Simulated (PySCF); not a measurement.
# BiF (triplet): spin, charge, geometry and surroundings

One physical setting of the base script is moved in each run, with the edits that it forces.

Method: method and basis as typed in the scripts; program: PySCF 2.14.0.

1 further run of the same task is left out (it didn't finish).

## Step 1: The starting structure

BiF (triplet): 2 atoms, charge 0, spin multiplicity 3.

Bond lengths: Bi1–F2 1.868 Å.

## Step 2: Base script

input.py reads:

```python
from pyscf import gto, scf, tdscf

mol = gto.M(
    atom='Bi 0 0 0; F 0 0 1.868',
    basis='crenbl',
    ecp={'Bi': 'crenbl', 'F': 'crenbl'},
    charge=0,
    spin=2,
    verbose=4,
)
mf = scf.UHF(mol)
mf.kernel()
td = tdscf.TDA(mf)
td.nstates = 3
td.kernel()
td.analyze(verbose=3)
mf.dip_moment()
print('orbital energies (hartree):', [e[max(0, n-3):n+3].round(4) for e, n in zip(mf.mo_energy, mol.nelec)])
```

Run with:

```bash
> python input.py
```

The log of this run is left out.

It gives: E(SCF) = -94.259401 Eh, 12 cycles, ⟨S²⟩ = 2.012, μ = 2.50 D, excitations 3.73, 3.73, 6.58 eV.

The bond length is a typed value, not an optimised one. The triplet is typed in the script; nothing here shows that it is the ground state.

## Step 3: Bond 1.924 Å

Run 1 changes bond length: 1.868 Å → 1.924 Å.

input.py reads:

```python
from pyscf import gto, scf, tdscf

mol = gto.M(
    atom='Bi 0 0 0; F 0 0 1.924',
    basis='crenbl',
    ecp={'Bi': 'crenbl', 'F': 'crenbl'},
    charge=0,
    spin=2,
    verbose=4,
)
mf = scf.UHF(mol)
mf.kernel()
td = tdscf.TDA(mf)
td.nstates = 3
td.kernel()
td.analyze(verbose=3)
mf.dip_moment()
print('orbital energies (hartree):', [e[max(0, n-3):n+3].round(4) for e, n in zip(mf.mo_energy, mol.nelec)])
```

Run with:

```bash
> python input.py
```

## Step 4: Singlet

Run 2 changes spin (2S): 2 → 0.

Edit input.py of step 2 so:

```diff
@@ -7,3 +7,3 @@
     charge=0,
-    spin=2,
+    spin=0,
     verbose=4,
```

## Step 5: Bond 3.736 Å

Run 3 changes bond length: 1.868 Å → 3.736 Å.

Edit input.py of step 2 so:

```diff
@@ -3,3 +3,3 @@
 mol = gto.M(
-    atom='Bi 0 0 0; F 0 0 1.868',
+    atom='Bi 0 0 0; F 0 0 3.736',
     basis='crenbl',
```

## Step 6: Charge +2

Run 4 changes charge: 0 → 2.

Edit input.py of step 2 so:

```diff
@@ -6,3 +6,3 @@
     ecp={'Bi': 'crenbl', 'F': 'crenbl'},
-    charge=0,
+    charge=2,
     spin=2,
```

**Question.** What will these runs give? Wanted: for each run, E(SCF); from base; gap, α spin; SCF dipole; after the SCF.

As calculated:

| run | E(SCF) (hartree) | from base (eV) | cycles | gap, α spin (eV) | SCF dipole (D) | after the SCF |
| --- | --- | --- | --- | --- | --- | --- |
| base | -94.259401 | 0 | 12 | 10.50 | 2.50 | lowest root found 3.73 eV |
| bond 1.924 Å | -94.284536 | -0.6840 | 12 | 10.38 | 2.92 | lowest root found 3.55 eV |
| singlet | -94.196858 | +1.7019 | 14 | 6.10 | 2.35 | lowest root found 2.01 eV |
| bond 3.736 Å | -94.195289 | +1.7446 | 15 | 6.19 | 13.51 | lowest root found 0.72 eV |
| charge +2 | -93.272330 | +26.8596 | 12 | 8.26 | n/a | lowest root found 0.15 eV |

In words: The largest comparable shift of the SCF energy, +1.745 eV, comes with the run “bond 3.736 Å”. The singlet solution found lies 1.70 eV above the base triplet at this geometry and level. With bond 3.736 Å the frontier gap moves by over 1.5 eV, which can mean another electronic state rather than the bond length alone.
